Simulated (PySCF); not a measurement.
# Zn³⁺: ionisation energy in aug-cc-pVTZ-PP plus 1 even-tempered diffuse shell per l with ECP10

Aim: the ionisation energy of zinc from differences of total energies, at each level of theory, and how far each lands from the tabulated value where there is one.

The numbers are computed with PySCF 2.14.0 (unrestricted determinants in a Gaussian basis, no spin-orbit coupling in the energies), except any that are marked as measured or tabulated.

**1. The atom as given**

```
Element                                   : zinc (Z = 30)
Basis                                     : aug-cc-pVTZ-PP with one added diffuse shell each of s, p, d, f, g type with ECP10MDF (7s7p6d4f3g, 113 functions)
Hamiltonian                               : scalar relativity through the core potential
State 1                                   : Zn³⁺: [Ar] 3d9, 2D determinant
Needed too, but not shown                 : Zn²⁺ [Ar] 3d10 (1S)
Methods                                   : UHF, LDA, PBE, PBE0, r2SCAN, M06, wB97X-V, LC-wPBE, MP2
Core shells frozen in the correlated runs : valence: 3s2 3p6 (for Zn³⁺)
```

Outer shells as boxes (Hund's rule):

Zn3+ [Ar] 3d9
```
[Ar] core
3d [↑↓][↑↓][↑↓][↑↓][↑ ]
```

One driver process ran all states and methods and kept the integrals in memory. Each run is shown as a PySCF script that sums up its settings (the driver passes frozen orbitals as a list and adds second-order terms of double hybrids); the logs are those of the runs themselves. The driver starts from symmetry-adapted Hartree-Fock orbitals, holds the occupation by maximum overlap and uses a logarithmic radial grid for functionals, so a plain start would take other cycles.

The integrals over 113 functions and the set-up took 1.5 s of CPU time.

**2. Zn³⁺**

UHF:

File input.py:

```python
from pyscf import gto, scf, dft, mp, cc
import basis_set_exchange as bse
txt = bse.get_basis("aug-cc-pVTZ-PP", elements=["Zn"], fmt="nwchem", header=False, augment_diffuse=1)
cut = txt.index("\nECP")
mol = gto.M(atom="Zn 0 0 0", charge=3, spin=1, symmetry="D2h",
            basis=gto.basis.parse(txt[:cut]),
            ecp={"Zn": gto.basis.parse_ecp(txt[cut:])})
mf = scf.UHF(mol)
mf.irrep_nelec = {'Ag': (3, 2), 'B1g': (1, 1), 'B2g': (1, 1), 'B3g': (1, 1), 'B1u': (1, 1), 'B2u': (1, 1), 'B3u': (1, 1)}
mf.kernel()
```

LDA:

Changes to input.py:

```diff
@@ -7,3 +7,3 @@
             ecp={"Zn": gto.basis.parse_ecp(txt[cut:])})
-mf = scf.UHF(mol)
+mf = dft.UKS(mol, xc="LDA,VWN")
 mf.irrep_nelec = {'Ag': (3, 2), 'B1g': (1, 1), 'B2g': (1, 1), 'B3g': (1, 1), 'B1u': (1, 1), 'B2u': (1, 1), 'B3u': (1, 1)}
```

PBE:

Changes to input.py:

```diff
@@ -7,3 +7,3 @@
             ecp={"Zn": gto.basis.parse_ecp(txt[cut:])})
-mf = dft.UKS(mol, xc="LDA,VWN")
+mf = dft.UKS(mol, xc="PBE")
 mf.irrep_nelec = {'Ag': (3, 2), 'B1g': (1, 1), 'B2g': (1, 1), 'B3g': (1, 1), 'B1u': (1, 1), 'B2u': (1, 1), 'B3u': (1, 1)}
```

PBE0:

Changes to input.py:

```diff
@@ -7,3 +7,3 @@
             ecp={"Zn": gto.basis.parse_ecp(txt[cut:])})
-mf = dft.UKS(mol, xc="PBE")
+mf = dft.UKS(mol, xc="PBE0")
 mf.irrep_nelec = {'Ag': (3, 2), 'B1g': (1, 1), 'B2g': (1, 1), 'B3g': (1, 1), 'B1u': (1, 1), 'B2u': (1, 1), 'B3u': (1, 1)}
```

r2SCAN:

Changes to input.py:

```diff
@@ -7,3 +7,3 @@
             ecp={"Zn": gto.basis.parse_ecp(txt[cut:])})
-mf = dft.UKS(mol, xc="PBE0")
+mf = dft.UKS(mol, xc="R2SCAN")
 mf.irrep_nelec = {'Ag': (3, 2), 'B1g': (1, 1), 'B2g': (1, 1), 'B3g': (1, 1), 'B1u': (1, 1), 'B2u': (1, 1), 'B3u': (1, 1)}
```

M06:

Changes to input.py:

```diff
@@ -7,3 +7,3 @@
             ecp={"Zn": gto.basis.parse_ecp(txt[cut:])})
-mf = dft.UKS(mol, xc="R2SCAN")
+mf = dft.UKS(mol, xc="M06")
 mf.irrep_nelec = {'Ag': (3, 2), 'B1g': (1, 1), 'B2g': (1, 1), 'B3g': (1, 1), 'B1u': (1, 1), 'B2u': (1, 1), 'B3u': (1, 1)}
```

wB97X-V:

Changes to input.py:

```diff
@@ -7,3 +7,3 @@
             ecp={"Zn": gto.basis.parse_ecp(txt[cut:])})
-mf = dft.UKS(mol, xc="M06")
+mf = dft.UKS(mol, xc="WB97X_V")
 mf.irrep_nelec = {'Ag': (3, 2), 'B1g': (1, 1), 'B2g': (1, 1), 'B3g': (1, 1), 'B1u': (1, 1), 'B2u': (1, 1), 'B3u': (1, 1)}
```

LC-wPBE:

Changes to input.py:

```diff
@@ -7,3 +7,3 @@
             ecp={"Zn": gto.basis.parse_ecp(txt[cut:])})
-mf = dft.UKS(mol, xc="WB97X_V")
+mf = dft.UKS(mol, xc="LC_WPBE")
 mf.irrep_nelec = {'Ag': (3, 2), 'B1g': (1, 1), 'B2g': (1, 1), 'B3g': (1, 1), 'B1u': (1, 1), 'B2u': (1, 1), 'B3u': (1, 1)}
```

MP2 (valence):

Changes to input.py:

```diff
@@ -7,4 +7,5 @@
             ecp={"Zn": gto.basis.parse_ecp(txt[cut:])})
-mf = dft.UKS(mol, xc="LC_WPBE")
+mf = scf.UHF(mol)
 mf.irrep_nelec = {'Ag': (3, 2), 'B1g': (1, 1), 'B2g': (1, 1), 'B3g': (1, 1), 'B1u': (1, 1), 'B2u': (1, 1), 'B3u': (1, 1)}
 mf.kernel()
+mp.UMP2(mf, frozen=4).kernel()
```

Q: Predict the outcome of this session.

As calculated:

| quantity | value |
| --- | --- |
| ionisation energy, Zn²⁺ | UHF 36.994, MP2 (valence) 40.092 eV; reference 39.723 |

What this shows: The methods span 3.770 eV, from UHF (36.994) to LDA (40.764). The reference is uncertain or not like for like (spin-orbit coupling or other relativistic terms), so no ranking of close methods is drawn. All values hold for this basis alone; no basis-set limit was taken.
